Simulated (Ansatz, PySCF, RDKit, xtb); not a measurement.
# BN2H3F2: a search for the lowest isomer

Given the formula BN2H3F2 and nothing else, which arrangement of the atoms is the most stable in the gas at 600 K, and what are its properties?

The funnel: GFN2-xTB relaxations, single points with a density functional, relaxations at PBE0-D3(BJ)/def2-SVP, harmonic vibrations, and a last energy at a higher level. All values are calculated.

7 further runs of the same task are left out: 7 set aside as unsound or not needed.

### Step 1. Possible bonding patterns

All bonding patterns within simple valence rules are listed by program: one Lewis structure each, at most two rings and one unusual centre or charged pair. O–O, O–halogen and N–halogen bonds and N–N–N chains are not drawn. That gives 5 candidates.

| label | SMILES | spin |
| --- | --- | --- |
| c194 | N=[NH+][BH-](F)F | singlet |
| c483 | [NH3+][N-]B(F)F | singlet |
| c667 | [NH-][NH2+]B(F)F | singlet |
| c749 | NNB(F)F | singlet |
| c909 | F[B-]1(F)N[NH2+]1 | singlet |

Candidates are built by distance geometry, with a force field where one applies, in up to four conformers (letters a to d). 3 starts with atoms placed at random are added, to find patterns that the rules miss.

Q: Predict the outcome of this search (final energies at CCSD(T)/def2-SVP + MP2/def2-TZVPP - MP2/def2-SVP).

| quantity | value |
| --- | --- |
| lowest structure found | NNB(F)F, singlet, Cs |
| next finalist | F[B-]1(F)N[NH2+]1, singlet, 16.7 kcal/mol higher in G |
| share at equilibrium, among the finalists | 100.0 % |
| harmonic wavenumbers, lowest and highest (PBE0-D3(BJ)/def2-SVP) | 184 and 3645 cm⁻¹ |
| rotational constants, same geometry | 0.3169, 0.1269, 0.09195 cm⁻¹ |
| dipole moment (PBE0/def2-TZVPD) | 1.42 D |
| HOMO energy (PBE0/def2-TZVPD) | -7.99 eV |
| LUMO energy (PBE0/def2-TZVPD) | -0.10 eV |
| HOMO–LUMO gap (PBE0/def2-TZVPD) | 7.89 eV |
| lowest excitation (TD-PBE0/def2-SVPD) | 6.88 eV (f = 0.010) |
| strongest of the states computed, same level | 8.74 eV (f = 0.111) |
| lowest triplet excitation, same level, Tamm-Dancoff | 6.61 eV |
| vertical ionisation energy | 10.62 eV |
| vertical electron affinity | -0.75 eV (unbound: the value depends on the basis) |
| vertical triplet less singlet | +6.44 eV |

The lowest structure found is `NNB(F)F`. Among the finalists first place is clear (16.7 kcal/mol); structures outside the list aren't covered. GFN2-xTB, HF/STO-3G, r2SCAN-D4/def2-SVP, PBE0-D3(BJ)/def2-SVP, HF/def2-SVP and MP2/def2-SVP already put its bonding pattern lowest among the structures in one piece. The search is not exhaustive (a finite list of starts, one conformer a finalist), so a lower isomer can't be ruled out. Patterns outside the rules of the enumeration were met only by chance.
